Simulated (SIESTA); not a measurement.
The system is Mg3TiO4.

```xyz
8
Lattice="4.3137 0.0000 0.0000 0.0000 4.3137 0.0000 0.0000 0.0000 4.3137" Properties=species:S:1:pos:R:3 pbc="T T T"
Ti    0.0000    0.0000    0.0000
Mg    2.1568    2.1568    0.0000
Mg    2.1568    0.0000    2.1568
Mg    0.0000    2.1568    2.1568
O     0.0000    2.1568    0.0000
O     0.0000    0.0000    2.1568
O     2.1568    2.1568    2.1568
O     2.1568    0.0000    0.0000
```

The cell comes from a database or a generator and needn't be the stable form of this composition.

```yaml
Program: SIESTA 5.4.2
Task: single point
Functional: PBE
Potentials_or_basis: PseudoDojo 0.4 standard (PBE files)
Basis: DZP (energy shift 0.003 Ry; two zetas on semicore shells)
Grid_cutoff: 800 Ry
Energy_shift: 0.003 Ry
k_mesh: 6 × 6 × 6
Occupations: fermi-dirac, width 0.05 eV
Spin: no spin polarisation
```

On this cell: pressure 0.1 GPa; largest force zero by symmetry; band gap on the k mesh none (metal or under the smearing width).

The same run follows on a disturbed copy (atoms moved at random, drawn with an rms of 0.05 Å):

```xyz
8
Lattice="4.3137 0.0000 0.0000 0.0000 4.3137 0.0000 0.0000 0.0000 4.3137" Properties=species:S:1:pos:R:3 pbc="T T T"
Ti    0.0063   -0.0182   -0.0337
Mg    2.1473    2.1445   -0.0189
Mg    2.1811   -0.0176    2.1386
Mg   -0.0175    2.1207    2.1765
O     0.0084    2.1339   -0.0019
O    -0.0056    0.0000    2.1420
O     2.1199    2.1967    2.1980
O     2.1247    0.0107    0.0297
```

What does the disturbed cell give?

The energy (extrapolated to zero smearing) moves by +8.5 meV/atom; pressure 0.5 GPa; largest force 0.671 eV/Å; band gap on the k mesh none (metal or under the smearing width).

Forces on the atoms (eV/Å):
```
Ti  -0.303  0.069  0.571
Mg  -0.001  0.124  0.314
Mg  -0.335  0.146  0.168
Mg   0.115  0.290 -0.259
O   -0.221  0.087  0.037
O    0.022 -0.114 -0.069
O    0.327 -0.456 -0.368
O    0.398 -0.138 -0.388
```

Stress tensor (GPa, compression positive):
```
 0.39  0.03  0.04
 0.03  0.47 -0.07
 0.04 -0.07  0.57
```

Caveats: the basis of atomic orbitals isn't converged, which shifts pressures, moduli and gaps; semilocal functionals often make such compounds metallic where correlation or magnetic order opens a gap, which also shifts bond lengths.
